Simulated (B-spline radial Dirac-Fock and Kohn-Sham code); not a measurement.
# Internal conversion in Co

Wanted: how often a nuclear transition in Co ejects an electron in place of a γ ray, by multipolarity.

Method: internal conversion coefficients: Dirac-Hartree-Slater potential of the neutral atom with a Latter tail, no hole, finite nucleus with surface currents; computed with B-spline radial Dirac-Fock and Kohn-Sham code, version 5.

### 1 The system

The Co atom, configuration [Ar] 3d7 4s2.

* nuclear charge: 27
* electrons: 27
* mass number: 59
* nuclear rms radius: 3.7875 fm

### 2 41.50 keV

The item in task.json (cfg lists n, l and electrons):

```json
{
  "Z": 27,
  "q": 0,
  "cfg": [[1, 0, 2], [2, 0, 2], [2, 1, 6], [3, 0, 2], [3, 1, 6], [3, 2, 7], [4, 0, 2]],
  "A": 59,
  "rrms": 3.7875,
  "tag": "ground",
  "do": "conversion",
  "edges": {"K": 7709.0, "L1": 925.1, "L2": 793.2, "L3": 778.1, "M1": 101.0, "M2": 58.9, "M3": 59.9, "M4": 3.0, "M5": 3.0},
  "gamma": [12.7, 41.5, 57.4, 100, 200, 298.0, 498.0, 843.0, 1600.0, 2000]
}
```

Launch:

```console
> python xray2_run.py task.json out
```

This run: transition_energy = 41.5.

### 3 100.0 keV

This run: transition_energy = 100.

### 4 298.0 keV

This run: transition_energy = 298.0.

### 5 843.0 keV

This run: transition_energy = 843.0.

### 6 2000 keV

This run: transition_energy = 2000.

(Steps that only read results are left out.)

Before running it: what results should come out?

The runs gave:

| quantity | value |
| --- | --- |
| E1, M1, E2 at 298.0 keV | 0.00178, 0.00257, 0.00878 |
| share of decays by electrons for M1 there | 0.256 % |

At 298.0 keV γ emission outweighs conversion for every multipole up to E3 and M3. From 41.50 to 2000 keV the M1 coefficient goes as energy to the power -2.4. L1/L3 is 112 for M1 and 23.7 for E2, so the L lines reveal the mixture. Pair formation and nuclear penetration beyond the surface-current model are left out.
